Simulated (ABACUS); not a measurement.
# NaTb2Sc2FeO9 (P4/mmm) in ABACUS: settings compared

Aim: see how the results for NaTb2Sc2FeO9 move with the level of theory and the settings. Levels: B86bPBE, PBE. Tasks: single point, relaxation of cell and atoms.

All numbers are computed with ABACUS 3.10.1; they aren't measurements. Logs are shortened: lines on timing, memory, paths and dates and some standing lists are left out, and cuts for length are marked.

## (1) The structure

Symmetry: P4/mmm, No. 123, tetragonal system. Conventional cell: a = 3.860 Å, b = 3.860 Å, c = 12.406 Å, α = 90.00°, β = 90.00°, γ = 90.00°. Tb (site symmetry 4mm) is surrounded by 4 O at 2.36 Å. Fe (site symmetry 4/mmm) has 6 O at 1.77 to 1.93 Å as nearest neighbours. Sc (site symmetry 4mm) is surrounded by 5 O at 2.02 to 2.03 Å. Around Na (site symmetry 4/mmm) lie 4 O at 2.73 Å. O (site symmetry mmm) is surrounded by 2 Fe at 1.93 Å. O (site symmetry 4mm) is surrounded by 1 Fe at 1.77 Å. Around O (site symmetry 2mm) lie 2 Sc at 2.03 Å. O (site symmetry 4/mmm) has 2 Sc at 2.02 Å as nearest neighbours.

The cell was built by a generator and needn't be a form met in nature.

## (2) Single point, B86bPBE, collinear spin, ferromagnetic start

The input, run_abacus.py:

```python
"""ABACUS run from a structure file: ASE reads it, the script writes STRU, KPT and INPUT."""
import re
import subprocess
from ase.io import read
from ase.units import Bohr

atoms = read("NaTb2Sc2FeO9.xyz")
atoms = atoms[(-atoms.numbers).argsort(kind="stable")]  # ABACUS lists atoms element by element
pseudo = {'Tb': 'Tb.upf', 'Fe': 'Fe.upf', 'Sc': 'Sc.upf', 'Na': 'Na.upf', 'O': 'O.upf'}
orbital = {}
magmoms = [0.0, 0.0, 3.0, 0.0, 0.0, 0.0, 0.0, 0.0, 0.0, 0.0, 0.0, 0.0, 0.0, 0.0, 0.0]
kmesh = [5, 5, 2]
params = {
    'suffix': 'NaTb2Sc2FeO9',
    'calculation': 'scf',
    'basis_type': 'pw',
    'pseudo_dir': './',
    'symmetry': 1,
    'dft_functional': 'GGA_X_B86_MGC+GGA_C_PBE',
    'ecutwfc': 90,
    'pseudo_rcut': 10,
    'nspin': 2,
    'nbands': 83,
    'ks_solver': 'dav',
    'smearing_method': 'fd',
    'smearing_sigma': 0.00367493,
    'scf_thr': 1e-08,
    'scf_nmax': 100,
    'mixing_type': 'broyden',
    'mixing_beta': 0.4,
    'cal_force': 1,
    'cal_stress': 1,
    'out_chg': 1,
    'out_pot': 2,
    'out_elf': 1,
}

symbols = atoms.get_chemical_symbols()
elements = list(dict.fromkeys(symbols))
lines = ["ATOMIC_SPECIES"] + [f"{e} {atoms.get_masses()[symbols.index(e)]:.4f} {pseudo[e]}" for e in elements]
if orbital:
    lines += ["", "NUMERICAL_ORBITAL"] + [orbital[e] for e in elements]
lines += ["", "LATTICE_CONSTANT", f"{1 / Bohr:.10f}", "", "LATTICE_VECTORS"]
lines += [" ".join(f"{x:.10f}" for x in v) for v in atoms.cell]
lines += ["", "ATOMIC_POSITIONS", "Direct"]
for e in elements:
    lines += ["", e, "0.0", str(symbols.count(e))]
    for i, p in enumerate(atoms.get_scaled_positions(wrap=False)):
        if symbols[i] == e:
            mag = "" if magmoms is None else " mag " + " ".join(str(x) for x in (magmoms[i] if isinstance(magmoms[i], list) else [magmoms[i]]))
            lines.append(" ".join(f"{x:.10f}" for x in p) + " 1 1 1" + mag)
open("STRU", "w").write("\n".join(lines) + "\n")
open("KPT", "w").write("K_POINTS\n0\nGamma\n%d %d %d 0 0 0\n" % tuple(kmesh))
open("INPUT", "w").write("INPUT_PARAMETERS\n" + "".join(f"{k:<20s}{v}\n" for k, v in params.items()))

done = subprocess.run(['mpirun', '-np', '8', 'abacus'])
if done.returncode:
    raise SystemExit(done.returncode)
log = open("OUT.NaTb2Sc2FeO9/running_scf.log").read()
print("final energy (eV):", re.findall(r"FINAL_ETOT_IS (\S+)", log))
```

The input, NaTb2Sc2FeO9.xyz:

```xyz
15
Lattice="3.8602700000 0.0000000000 0.0000000000 0.0000000000 3.8602700000 0.0000000000 0.0000000000 0.0000000000 12.4060400000" Properties=species:S:1:pos:R:3 pbc="T T T"
Na     0.0000000000      0.0000000000      6.2030200000
Tb     0.0000000000      0.0000000000     10.1856069608
Tb     0.0000000000      0.0000000000      2.2204330392
Sc     1.9301350000      1.9301350000      4.1869144396
Sc     1.9301350000      1.9301350000      8.2191255604
Fe     1.9301350000      1.9301350000      0.0000000000
O      0.0000000000      1.9301350000      0.0000000000
O      1.9301350000      1.9301350000     10.6402883268
O      1.9301350000      1.9301350000      1.7657516732
O      1.9301350000      0.0000000000      0.0000000000
O      0.0000000000      1.9301350000      3.5716989160
O      0.0000000000      1.9301350000      8.8343410840
O      1.9301350000      1.9301350000      6.2030200000
O      1.9301350000      0.0000000000      3.5716989160
O      1.9301350000      0.0000000000      8.8343410840
```

Potentials or basis: PseudoDojo NC SR 0.4.1 PBE standard, lanthanides 3+ (f in core), plane waves.

Launch:

```sh
> OMP_NUM_THREADS=1 python run_abacus.py > log
```

running log:

```text
ABACUS v3.10.1

               Atomic-orbital Based Ab-initio Computation at UStc

 ------------------------------------------------------------------------------------

 READING GENERAL INFORMATION
                           global_out_dir = OUT.NaTb2Sc2FeO9/
                           global_in_card = INPUT
                               pseudo_dir = ./
                              orbital_dir =
                                    DSIZE = 8
                                    GSIZE = 1

 READING UNITCELL INFORMATION
                                    ntype = 5
                  lattice constant (Bohr) = 1.88973
              lattice constant (Angstrom) = 1

 READING ATOM TYPE 1
                               atom label = Tb
                      L=0, number of zeta = 1
                      L=1, number of zeta = 1
                      L=2, number of zeta = 1
             number of atom for this type = 2
               magnetization of element 1 = 0

 READING ATOM TYPE 2
                               atom label = Fe
                      L=0, number of zeta = 1
                      L=1, number of zeta = 1
                      L=2, number of zeta = 1
             number of atom for this type = 1
               magnetization of element 2 = 3

 READING ATOM TYPE 3
                               atom label = Sc
                      L=0, number of zeta = 1
                      L=1, number of zeta = 1
                      L=2, number of zeta = 1
             number of atom for this type = 2
               magnetization of element 3 = 0

 READING ATOM TYPE 4
                               atom label = Na
                      L=0, number of zeta = 1
                      L=1, number of zeta = 1
                      L=2, number of zeta = 1
             number of atom for this type = 1
               magnetization of element 4 = 0

 READING ATOM TYPE 5
                               atom label = O
                      L=0, number of zeta = 1
                      L=1, number of zeta = 1
                      L=2, number of zeta = 1
             number of atom for this type = 9
               magnetization of element 5 = 0

                        TOTAL ATOM NUMBER = 15
DIRECT COORDINATES
    atom                   x                   y                   z     mag                  vx                  vy                  vz
taud_Tb1            0.0000000000        0.0000000000        0.8210200000  0.0000        0.0000000000        0.0000000000        0.0000000000
taud_Tb2            0.0000000000        0.0000000000        0.1789800000  0.0000        0.0000000000        0.0000000000        0.0000000000
taud_Fe1            0.5000000000        0.5000000000        0.0000000000  3.0000        0.0000000000        0.0000000000        0.0000000000
taud_Sc1            0.5000000000        0.5000000000        0.3374900000  0.0000        0.0000000000        0.0000000000        0.0000000000
taud_Sc2            0.5000000000        0.5000000000        0.6625100000  0.0000        0.0000000000        0.0000000000        0.0000000000
taud_Na1            0.0000000000        0.0000000000        0.5000000000  0.0000        0.0000000000        0.0000000000        0.0000000000
taud_O1            0.0000000000        0.5000000000        0.0000000000  0.0000        0.0000000000        0.0000000000        0.0000000000
taud_O2            0.5000000000        0.5000000000        0.8576700000  0.0000        0.0000000000        0.0000000000        0.0000000000
taud_O3            0.5000000000        0.5000000000        0.1423300000  0.0000        0.0000000000        0.0000000000        0.0000000000
taud_O4            0.5000000000        0.0000000000        0.0000000000  0.0000        0.0000000000        0.0000000000        0.0000000000
taud_O5            0.0000000000        0.5000000000        0.2879000000  0.0000        0.0000000000        0.0000000000        0.0000000000
[... 63 lines left out ...]
     dq(describe PAO in reciprocal space) = 0.01
                                    max q = 1143

 number of pseudo atomic orbitals for Tb is 4
WARNING: norm of atomic wavefunction # 3 of atomic type Tb is 0.999439, renormalized
WARNING: norm of atomic wavefunction # 4 of atomic type Tb is 0.999197, renormalized

 number of pseudo atomic orbitals for Fe is 4
WARNING: norm of atomic wavefunction # 4 of atomic type Fe is 0.999905, renormalized
[... 5 lines left out ...]
 number of pseudo atomic orbitals for Na is 3
WARNING: norm of atomic wavefunction # 3 of atomic type Na is 0.996862, renormalized

 number of pseudo atomic orbitals for O is 2

 -------------------------------------------
 SELF-CONSISTENT
 -------------------------------------------
                                 init_chg = atomic

 PW ALGORITHM --------------- ION=   1  ELEC=   1--------------------------------

          total magnetism (Bohr mag/cell) = 3
       absolute magnetism (Bohr mag/cell) = 3.16874
                        nelec for spin up = 63
                      nelec for spin down = 60
[... 225 lines left out ...]
 Density error is 7.8551717534e-09
                          Error Threshold = 4.80895025249e-11
----------------------------------------------------------
     Energy           Rydberg                 eV
----------------------------------------------------------
 E_KohnSham     -1006.2602178509     -13690.8726334933
 E_KS(sigma->0) -1006.2591461243     -13690.8580519053
 E_Harris       -1006.2595126145     -13690.8630382597
 E_band         -74.9095112424       -1019.1961872910
 E_one_elec     -479.0353186712      -6517.6098771745
 E_Hartree      302.3991122527       4114.3509967778
 E_xc           -201.4122640250      -2740.3544378201
 E_Ewald        -628.2096039542      -8547.2301521006
 E_entropy(-TS) -0.0021434531        -0.0291631759
 E_descf        0.0000000000         0.0000000000
 E_exx          0.0000000000         0.0000000000
 E_Fermi        0.6500479397         8.8443559526
----------------------------------------------------------

 charge density convergence is achieved
 final etot is -13690.872633 eV
 EFERMI = 8.8443559526 eV
The vacuum level is 10.42090157 eV

 STATE ENERGY(eV) AND OCCUPATIONS    NSPIN == 2
SPIN UP :
 1/12 kpoint (Cartesian) = 0.0000 0.0000 0.0000 (2248 pws)
       1       -81.0871      0.0200000
       2       -47.1965      0.0200000
       3       -47.1965      0.0200000
       4       -47.1168      0.0200000
       5       -42.3372      0.0200000
       6       -38.0483      0.0200000
[... 500 lines left out ...]
      82        16.7076    4.01789e-70
      83        16.7127    3.62821e-70

[... levels at 18 further k points ...]

------------------------------------------------------------------------------------------
 TOTAL-FORCE (eV/Angstrom)
------------------------------------------------------------------------------------------
                       Tb1         0.0000000000         0.0000000000        -0.0355081442
                       Tb2         0.0000000000         0.0000000000         0.0355081442
                       Fe1         0.0000000000         0.0000000000         0.0000000000
                       Sc1         0.0000000000         0.0000000000         0.0135545444
                       Sc2         0.0000000000         0.0000000000        -0.0135545444
                       Na1         0.0000000000         0.0000000000         0.0000000000
                        O1         0.0000000000         0.0000000000         0.0000000000
                        O2         0.0000000000         0.0000000000        -0.0686383915
                        O3         0.0000000000         0.0000000000         0.0686383915
                        O4         0.0000000000         0.0000000000         0.0000000000
                        O5         0.0000000000         0.0000000000         0.0058808437
                        O6         0.0000000000         0.0000000000        -0.0058808437
                        O7         0.0000000000         0.0000000000         0.0000000000
                        O8         0.0000000000         0.0000000000         0.0058808437
                        O9         0.0000000000         0.0000000000        -0.0058808437
------------------------------------------------------------------------------------------

----------------------------------------------------------------
 TOTAL-STRESS (KBAR)
----------------------------------------------------------------
         4.4545102481         0.0000000000        -0.0000000000
         0.0000000000         4.4545102481         0.0000000000
        -0.0000000000         0.0000000000         6.2706659478
----------------------------------------------------------------
 TOTAL-PRESSURE: 5.059895 KBAR

 --------------------------------------------
 !FINAL_ETOT_IS -13690.8726334932616737 eV
 --------------------------------------------
```

It took 96 s on 8 MPI ranks of AMD EPYC 9B45 (Zen 5), shared host; peak memory 1.7 GiB.

Results:

* Free energy: -13690.8726 eV
* Largest force: 0.069 eV/Å
* Band gap on the k mesh: none (metal or under the smearing width)
* Net moment: 3.71 μB per cell
* Absolute moment: 3.90 μB per cell

Forces in eV/Å, atoms in the order of the input:
```
Tb   0.000  0.000 -0.036
Tb   0.000  0.000  0.036
Fe   0.000  0.000  0.000
Sc   0.000  0.000  0.014
Sc   0.000  0.000 -0.014
Na   0.000  0.000  0.000
O    0.000  0.000  0.000
O    0.000  0.000 -0.069
O    0.000  0.000  0.069
O    0.000  0.000  0.000
O    0.000  0.000  0.006
O    0.000  0.000 -0.006
O    0.000  0.000  0.000
O    0.000  0.000  0.006
O    0.000  0.000 -0.006
```

Caveat: the magnetic or orbital state may not be the lowest; there are fewer bands than atomic start orbitals, so a level may be missed at k points of high symmetry; the potentials were made for another functional, which shifts forces and pressure; spin-orbit coupling is left out, which moves the levels of the heavy elements; the 4f electrons are frozen in the core as for a trivalent ion, so they carry no moment and show no levels; a cell with one magnetic atom can't hold antiferromagnetic order, which such compounds often take; semilocal functionals often make such compounds metallic where correlation or magnetic order opens a gap, which also shifts bond lengths.

(Part 1 of 2 ends here.)
